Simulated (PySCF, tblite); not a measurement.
# C₆H₆AlBr: geometry, infrared bands and NMR shifts

What infrared bands and NMR shifts should C₆H₆AlBr (`CC#CC#C[CH2][AlH][Br]`) show?

Programs: tblite 0.8.0 and PySCF 2.14.0, with density-fitted response routines of our own. Each step states its level of theory. These are calculated values for one molecule in the gas phase, unless marked as measured. Atoms count from 0, in the outputs and in this text.

### 1 The molecule as given

14 atoms, charge 0, multiplicity 1; geometry from: force field or distance geometry start.

Bonds of the start (Å): C0–C1 1.46, C1–C2 1.23, C2–C3 1.41, C3–C4 1.21, C4–C5 1.46, C5–Al6 1.99, Al6–Br7 2.38, C0–H8 1.11, C0–H9 1.11, C0–H10 1.11, C5–H11 1.13, C5–H12 1.10, Al6–H13 1.58.

### 2 Optimising the geometry with GFN2-xTB

The job: settings as JSON, then the geometry in Å.

```
{"job": {"kind": "relax", "xc": "GFN2-xTB", "basis": "xTB"}, "charge": 0, "multiplicity": 1}
C     -3.968100    -0.743700     0.593500
C     -2.598000    -0.310300     0.342000
C     -1.431900     0.039800     0.172600
C     -0.103600     0.468800    -0.036900
C      1.051500     0.798500    -0.193000
C      2.444800     1.199900    -0.387700
Al     3.627600    -0.390400    -0.505400
Br     5.569900    -0.425600     0.864900
H     -4.302200    -0.505400     1.629100
H     -3.988900    -1.848300     0.477000
H     -4.625700    -0.225800    -0.140300
H      2.797300     1.808100     0.493000
H      2.467700     1.823600    -1.294800
H      3.059000    -1.689700    -1.196300
```

The run is started by

```bash
OMP_NUM_THREADS=1 python probes_run.py task.json out
```

This one command runs all jobs of the session in turn.

**Question.** This job is followed by: GFN2-xTB harmonic vibrations, gas phase; GIAO PBE0/pcSseg-1 NMR shielding, non-relativistic, gas phase. Predict these results of the whole session: strongest single infrared mode (GFN2-xTB); zero-point energy (GFN2-xTB); 13C shifts against TMS (PBE0/pcSseg-1); 1H shifts against TMS (PBE0/pcSseg-1, means over atoms taken as alike); 27Al shifts against AlH4- (PBE0/pcSseg-1); 79Br shifts against HBr (PBE0/pcSseg-1); surface potential, 1st and 99th percentile.

**Answer**, as computed:

```
                                                              quantity                                 value
                             strongest single infrared mode (GFN2-xTB)                  641 cm⁻¹, 261 km/mol
                                          zero-point energy (GFN2-xTB)                         55.3 kcal/mol
                                13C shifts against TMS (PBE0/pcSseg-1)  79.9, 79.9, 77.6, 72.6, 6.3, 5.5 ppm
1H shifts against TMS (PBE0/pcSseg-1, means over atoms taken as alike)                  5.42, 2.13, 2.06 ppm
                             27Al shifts against AlH4- (PBE0/pcSseg-1)                             161.5 ppm
                               79Br shifts against HBr (PBE0/pcSseg-1)                               178 ppm
                                 surface potential, 1st and 99th percentile                    -0.77 V and 2.94 V
```

In words: The optimisation took 94 steps and gained 0.408 eV; among the close pairs (by a distance rule), Al6–Br7 changed most, from 2.377 to 2.259 Å. The lowest mode is slightly imaginary (15i cm⁻¹), a soft motion within the noise of the Hessian, so the minimum is not strictly shown. The strongest single mode, at 641 cm⁻¹, moves mainly Al6 and C5. GFN2-xTB is a fitted tight-binding method: band positions and strengths are rough. Its intensities can rank the bands wrongly. At PBE0/pcSseg-1: The largest span, 728 ppm, is at Br7, where the paramagnetic term is -679 ppm. At PBE0/pcSseg-1, counted by nearest atom on the grid, the HOMO lies on C1, C4 about 23 % each; C3 19 %, the LUMO on Al6 56 %; H13 17 %. Spin-orbit coupling is left out, which matters for shieldings and couplings at and beside the heavy atoms.
